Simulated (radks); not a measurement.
# Polarisabilities and dispersion coefficients of Xe, Cs⁺, Ba²⁺ and others

Aim: static dipole polarisabilities and C6 coefficients, each species in its NIST ground configuration. After each ground state the linear response is solved; its values go to the run's result record, not to the log. Response by self-consistent Sternheimer equations with the Hartree and adiabatic LDA kernel.

The numbers are computed with radks (a radial shooting solver on a logarithmic mesh, Libxc functionals) version 1 (non-relativistic Kohn-Sham, LDA (Slater exchange, Perdew-Wang correlation), spin-polarised, spherical densities, point nucleus; open shells are filled with parallel spins first), except any that are marked as measured or tabulated.

## Step 1: What is computed

| Item | Value |
| --- | --- |
| species | Xe ([Xe]), Cs⁺ ([Xe]), Ba²⁺ ([Xe]), La³⁺ ([Xe]), Ce⁴⁺ ([Xe]), Pr⁵⁺ ([Xe]), Nd⁶⁺ ([Kr] 4d10 4f2 5s2 5p4), Pm⁷⁺ ([Kr] 4d10 4f3 5s2 5p3), Sm⁸⁺ ([Kr] 4d10 4f4 5s2 5p2) |

## Step 2: Xe, [Xe]

Settings of this run:

```text
Z 54
configuration [Xe]
relativity non-relativistic
functional lda,pw
spin polarised
nucleus point
response adiabatic LDA kernel
```

## Step 3: Cs⁺, [Xe]

Settings, as their differences from step 2:

```diff
@@ -1,2 +1,2 @@
-Z 54
+Z 55
 configuration [Xe]
```

## Step 4: Ba²⁺, [Xe]

Settings, as their differences from step 3:

```diff
@@ -1,2 +1,2 @@
-Z 55
+Z 56
 configuration [Xe]
```

## Step 5: La³⁺, [Xe]

Settings, as their differences from step 4:

```diff
@@ -1,2 +1,2 @@
-Z 56
+Z 57
 configuration [Xe]
```

## Step 6: Ce⁴⁺, [Xe]

Settings, as their differences from step 5:

```diff
@@ -1,2 +1,2 @@
-Z 57
+Z 58
 configuration [Xe]
```

## Step 7: Pr⁵⁺, [Xe]

Settings, as their differences from step 6:

```diff
@@ -1,2 +1,2 @@
-Z 58
+Z 59
 configuration [Xe]
```

## Step 8: Nd⁶⁺, [Kr] 4d10 4f2 5s2 5p4

Settings, as their differences from step 7:

```diff
@@ -1,3 +1,3 @@
-Z 59
-configuration [Xe]
+Z 60
+configuration [Kr] 4d10 4f2 5s2 5p4
 relativity non-relativistic
```

## Step 9: Pm⁷⁺, [Kr] 4d10 4f3 5s2 5p3

Settings of this run:

```text
Z 61
configuration [Kr] 4d10 4f3 5s2 5p3
relativity non-relativistic
functional lda,pw
spin polarised
nucleus point
response adiabatic LDA kernel
```

## Step 10: Sm⁸⁺, [Kr] 4d10 4f4 5s2 5p2

Settings of this run:

```text
Z 62
configuration [Kr] 4d10 4f4 5s2 5p2
relativity non-relativistic
functional lda,pw
spin polarised
nucleus point
response adiabatic LDA kernel
```

Before running it: what results should come out? Wanted: for each run, species; −ε(HOMO); α; α uncoupled; C6; C8; recommended α.

The runs gave:

```tsv
species	−ε(HOMO) (eV)	α (bohr³)	α uncoupled (bohr³)	C6 (hartree bohr⁶)	C8 (hartree bohr⁸)	recommended α (bohr³)
Xe	8.430	28.79	47.85	308.0	13281	27.32
Cs⁺	18.797	16.48	28.07	143.6	4505	-
Ba²⁺	30.925	10.99	18.93	81.05	2022	-
La³⁺	44.617	7.946	13.78	50.85	1055	-
Ce⁴⁺	59.760	6.045	10.52	34.14	604.1	-
Pr⁵⁺	76.279	4.765	8.307	24.05	363.3	-
Nd⁶⁺	87.065	3.938	6.984	16.47	-	-
Pm⁷⁺	106.19	3.249	5.784	11.62	-	-
Sm⁸⁺	124.49	2.716	4.863	8.287	-	-
```

What this shows: Uncoupled leaves out the potential induced by the response; C6 and C8 are for like pairs. Xe is the most polarisable and Sm⁸⁺ the least, a factor 10.6 apart. For the pair Xe–Sm⁸⁺ the Casimir-Polder integral gives C6 = 44.47, the rule 2·Ca·Cb/(Ca·αb/αa + Cb·αa/αb) on the like-pair values 43.66. Against the recommended values (Schwerdtfeger and Nagle, 2023 table) the misses are Xe +5 %. C8 is given only where no p, d or f shell is open. For heavy and open-shell atoms this level can miss by tens of per cent.
